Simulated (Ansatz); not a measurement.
Working through a scan of the energy under strain of CaOsO3, space group Pm-3m

With the Ansatz DFT code, driven from Python.

Run as a notebook:

**Cell 1**
```python
import ansatz as az
import matplotlib.pyplot as plt
import numpy as np

VECTORS = np.array([
    [3.95216, 0.0, 0.0],
    [0.0, 3.95216, 0.0],
    [0.0, 0.0, 3.95216],
])
SITES = [
    ("Ca", [0.0, 0.0, 0.0]),
    ("Os", [0.5, 0.5, 0.5]),
    ("O", [0.5, 0.5, 0.0]),
    ("O", [0.5, 0.0, 0.5]),
    ("O", [0.0, 0.5, 0.5]),
]
```

**Cell 2**
```python
def crystal_on(cell):
    crystal = az.Crystal(lattice=az.Lattice.of(cell))
    for symbol, position in SITES:
        crystal = crystal.atom(symbol, position)
    return crystal
```

**Cell 3**
```python
# clamped ions: the fractional positions stay as typed
values = np.linspace(-0.05, 0.05, 7)
energies = []
for d in values:
    strain = np.array([[0, d / 2, 0], [d / 2, 0, 0], [0, 0, 0]])
    cell = VECTORS @ (np.eye(3) + strain)
    base = (
        crystal_on(cell).calculation()
        .functional("lda")
        .pseudopotentials("paw")
        .occupations("fermi_dirac", width=0.15)
        .basis(520)
        .kpoints(9, 9, 9)
        .stress()
    )
    data = base.run(threads=1, pin="off").report
    energies.append(data["free_energy_ev"] / len(SITES))
    s = data["stress_gpa"]
    print(f"d = {d:+.4f}  stress xx yy zz xy (GPa, compression positive): {s[0][0]:8.3f} {s[1][1]:8.3f} {s[2][2]:8.3f} {s[0][1]:8.3f}")
energies = np.array(energies)
```
Output:
```text
d = -0.0500  stress xx yy zz xy (GPa, compression positive):  -14.207  -14.207  -14.255    1.372
d = -0.0333  stress xx yy zz xy (GPa, compression positive):  -14.214  -14.214  -14.235    0.890
d = -0.0167  stress xx yy zz xy (GPa, compression positive):  -14.217  -14.217  -14.222    0.437
d = +0.0000  stress xx yy zz xy (GPa, compression positive):  -14.218  -14.218  -14.218    0.000
d = +0.0167  stress xx yy zz xy (GPa, compression positive):  -14.217  -14.217  -14.222   -0.437
d = +0.0333  stress xx yy zz xy (GPa, compression positive):  -14.214  -14.214  -14.235   -0.890
d = +0.0500  stress xx yy zz xy (GPa, compression positive):  -14.207  -14.207  -14.255   -1.372
```

**Cell 4**
```python
for value, e in zip(values, energies):
    print(f"strain {value:7.3f}   E - Emin = {1000 * (e - energies.min()):9.3f} meV/atom")
plt.figure(figsize=(4.5, 3))
plt.plot(values, 1000 * (energies - energies.min()), "o-")
plt.xlabel("strain")
plt.ylabel("meV/atom")
plt.tight_layout()
plt.savefig("strain.png", dpi=100)
curvature = 2 * np.polyfit(values, energies, 3)[1]
volume = abs(np.linalg.det(VECTORS)) / len(SITES)
print(f"d2E/dd2 over the volume: {curvature / volume * 160.21766:.1f} GPa")
```
Output:
```text
strain  -0.050   E - Emin =     1.893 meV/atom
strain  -0.033   E - Emin =     0.825 meV/atom
strain  -0.017   E - Emin =     0.204 meV/atom
strain   0.000   E - Emin =     0.000 meV/atom
strain   0.017   E - Emin =     0.204 meV/atom
strain   0.033   E - Emin =     0.825 meV/atom
strain   0.050   E - Emin =     1.893 meV/atom
d2E/dd2 over the volume: 19.7 GPa
```

Against the unstrained cell the energy per atom changes by +1.89 meV at one end of the scan and +1.89 meV at the other, and its second derivative over the volume is 19.7 GPa.

Notes:
- Total energies depend on the potentials; only differences at equal settings carry meaning.
- Spin is left out of this run.
- The smearing is wide enough that free energy and stress hold a thermal part of the electrons.
- The curvature belongs to this strain pattern and to the cell's stress; it equals a single elastic constant only for simple patterns.
- In a metal a curvature from energy changes of a few meV or less hangs on mesh and smearing, in size and even in sign.
- Spin-orbit coupling, which matters for elements this heavy, is left out.
- At these settings the cell as given stands under about -14 GPa, so it isn't at this functional's equilibrium volume.
- The structure comes from a database of computed cells and needn't be a stable or known phase.
- The ions keep their fractional positions (clamped ions).
- Hardware and time: 78 s on 1 thread of Arm Neoverse V2 (shared host), peak memory 0.58 GiB.
